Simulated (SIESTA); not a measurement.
The system is ZrB.

```xyz
2
Lattice="0.0000 2.3250 2.3250 2.3250 0.0000 2.3250 2.3250 2.3250 0.0000" Properties=species:S:1:pos:R:3 pbc="T T T"
Zr    0.0000    0.0000    0.0000
B     2.3250    2.3250    2.3250
```

```yaml
Program: SIESTA 5.4.2
Task: relaxation of cell and atoms
Functional: PBEsol
Potentials_or_basis: Ansatz (PBE files)
Basis: DZP (energy shift 0.002 Ry)
Grid_cutoff: 800 Ry
Energy_shift: 0.002 Ry
k_mesh: 10 × 10 × 10
Occupations: fermi-dirac, width 0.05 eV
Spin: no spin polarisation
```

At the start: pressure 31.1 GPa; volume 12.57 Å³/atom.

**Question.** Where does the relaxation end?

**Answer.** Over 5 steps the energy falls by 152.9 meV/atom and the volume is 14.44 Å³/atom (+14.9 %); space group Fm-3m (No. 225, to 0.05 Å).

The path:
```
step  energy change (eV)  largest force (eV/Å)  pressure (GPa)  volume (Å³)
   1              0.0000                0.0000           31.14        25.14
   2             -0.1443                0.0000           21.57        26.02
   3             -0.2740                0.0000            8.07        27.47
   4             -0.3045                0.0000           -1.22        29.10
   5             -0.3057                0.0000            0.00        28.87
```

Final structure:
```xyz
2
Lattice="0.0000 2.4349 2.4349 2.4349 0.0000 2.4349 2.4349 2.4349 0.0000" Properties=species:S:1:pos:R:3 pbc="T T T"
Zr    0.0000    0.0000    0.0000
B     2.4349    2.4349    2.4349
```

Caveat: semicore shells carry a single zeta, which can move pressures by several GPa and volumes by a few percent; the potentials were made for another functional, which shifts forces and pressure; the volume moved by +15 % from the deposited cell, more than functionals usually miss; the basis of atomic orbitals isn't converged, which shifts pressures, moduli and gaps.
